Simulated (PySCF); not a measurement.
# FeH3S3 (Fe(SH)3): the cost of one run

Programs: PySCF 2.14.0, with routines of our own; each step states its level. All values are computed. Atoms count from 0.

### Step 1. The system as given

7 atoms, charge 0, states of the metal's open shell are computed; geometry from: model geometry, bond lengths from ionic radii.

### Step 2. Ligand-field states: state-averaged CASSCF

Job settings and geometry (Å):

```
{"job": {"kind": "lf", "basis": {"metal": "x2c-TZVPall", "ligand": "x2c-SVPall"}, "nevpt": true}, "charge": 0, "metal": "Fe", "open_shell": "d5"}
Fe     0.000000     0.000000     0.000000
S      2.205000     0.000000     0.000000
H      2.455000     1.320000     0.000000
S     -1.102500     1.909586     0.000000
H     -2.370654     1.466092     0.000000
S     -1.102500    -1.909586     0.000000
H     -0.084346    -2.786092     0.000000
```

Method: state-averaged CASSCF of the metal d shell, SC-NEVPT2 on the averaged canonical orbitals, state-interaction spin-orbit coupling.

Run with:

```
$ OMP_NUM_THREADS=1 python lf_run.py task.json out
```

This one command runs all jobs of the session in turn.

**Question.** How long does this first job take on 1 thread of Arm Neoverse N1, shared host, and how much memory does it need?

About 18 s, with a peak of 0.29 GiB.
